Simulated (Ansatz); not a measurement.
# C3H4F2GeO: taking an electron away

An exercise on one series of results from a longer session: the logs are not shown, and one member is left open.

Computed with Ansatz 0.2.0, Gaussian basis. Level: unrestricted cation, the program's frozen cores in correlated methods.

Plan: UKS PBE-D4/def2-TZVPP; UKS r2SCAN-D4/def2-TZVPP; UKS PBE0-D4/def2-TZVPP; UKS B3LYP-D4/def2-TZVPP; UKS wB97X-V/def2-TZVPP; UKS wB97M-V/def2-TZVPP; UKS B2PLYP/def2-TZVPP; UHF-CCSD(T)/def2-TZVPP; UHF-MP2/def2-QZVPP; extrapolation to the limit; then −ε(HOMO) from the neutral's earlier runs with LDA (SPW92), PBE-D4, revPBE-D4, BLYP-D4, r2SCAN-D4, B97M-V, PBE0-D4, B3LYP-D4, r2SCANh-D4, r2SCAN0-D4, HSE06-D4, BHLYP-D4, CAM-B3LYP-D4, LC-ωPBE, ωB97X-V, ωB97M-V.

### Structure used throughout

All runs share one geometry, relaxed beforehand with PBE0-D4 in a triple-zeta def2 set.

11 atoms, charge 0, spin multiplicity 1.

Atoms are counted from 1 here; the program's logs count them from 0.

Bond lengths: C1–C2 1.202 Å, C1–H8 1.067 Å, C2–Ge3 1.865 Å, Ge3–F4 1.717 Å, Ge3–F5 1.717 Å, Ge3–O6 1.734 Å, O6–C7 1.421 Å, C7–H9 1.094 Å, C7–H10 1.090 Å, C7–H11 1.094 Å. Angles: C2–C1–H8 180.0°, C1–C2–Ge3 179.7°, C2–Ge3–F4 111.1°, C2–Ge3–F5 111.1°, C2–Ge3–O6 111.3°, F4–Ge3–F5 103.8°, F4–Ge3–O6 109.7°, F5–Ge3–O6 109.7°, Ge3–O6–C7 120.5°, O6–C7–H9 111.5°, O6–C7–H10 107.0°, O6–C7–H11 111.5°, H9–C7–H10 108.8°, H9–C7–H11 109.2°, H10–C7–H11 108.8°.

The first run:

Contents of in.yaml:

```yaml
crystal:
  periodic: [false, false, false]
  atoms:
    - {symbol: C, position_ang: [-3.229606, 0.377105, 0.653933]}
    - {symbol: C, position_ang: [-2.033561, 0.439645, 0.552050]}
    - {symbol: Ge, position_ang: [-0.178011, 0.546161, 0.400053]}
    - {symbol: F, position_ang: [0.301625, 2.051185, -0.273332]}
    - {symbol: F, position_ang: [0.570676, 0.532648, 1.945353]}
    - {symbol: O, position_ang: [0.449568, -0.751162, -0.563684]}
    - {symbol: C, position_ang: [1.846313, -0.859919, -0.804111]}
    - {symbol: H, position_ang: [-4.290935, 0.321752, 0.744556]}
    - {symbol: H, position_ang: [2.230014, 0.015137, -1.336472]}
    - {symbol: H, position_ang: [1.995104, -1.743182, -1.425801]}
    - {symbol: H, position_ang: [2.404212, -0.986369, 0.128154]}
basis:
  gaussian: {orbitals: def2-TZVPP}
total_charge: 1
magnetization: {spin_polarized: true, initial_magnetization: 1}
hamiltonian: {xc: pbe, dispersion: d4}
```

Among the steps run: Cation, UKS PBE-D4/def2-TZVPP; Cation, UKS r2SCAN-D4/def2-TZVPP; Cation, UKS PBE0-D4/def2-TZVPP; Cation, UKS B3LYP-D4/def2-TZVPP; Cation, UKS wB97X-V/def2-TZVPP; Cation, UKS wB97M-V/def2-TZVPP; Cation, UKS B2PLYP (frozen core)/def2-TZVPP; Cation, UHF-CCSD(T)/def2-TZVPP; Cation, UHF-MP2/def2-QZVPP.

One table of the session follows, with a row left open; its other results are not shown here.

It belongs to the step «Ionisation energies side by side». For comparison, −ε(HOMO) of the neutral from earlier runs:

| functional | −ε(HOMO) (eV) |
| --- | --- |
| LDA (SPW92) | 7.37 |
| PBE-D4 | 7.20 |
| revPBE-D4 | 7.14 |
| BLYP-D4 | 7.11 |
| r2SCAN-D4 | 7.56 |
| B97M-V | 7.66 |
| PBE0-D4 | 8.84 |
| B3LYP-D4 | 8.59 |
| r2SCANh-D4 | 8.17 |
| r2SCAN0-D4 | ? |
| HSE06-D4 | 8.43 |
| BHLYP-D4 | 10.26 |
| CAM-B3LYP-D4 | 10.31 |
| LC-ωPBE | 11.69 |
| ωB97X-V | 11.33 |
| ωB97M-V | 11.24 |

**Question.** Estimate the row for r2SCAN0-D4.

Worked estimate for «−ε(HOMO) (eV)». Against the share of exact exchange, r2SCAN-D4 (0, 7.56), r2SCANh-D4 (0.1, 8.17) give a slope of 6.10 per unit share; at 0.25 the line stands at 9.08.

**Answer.** −ε(HOMO) (eV): 9.08. In «−ε(HOMO) (eV)» the line misses by 0.00.
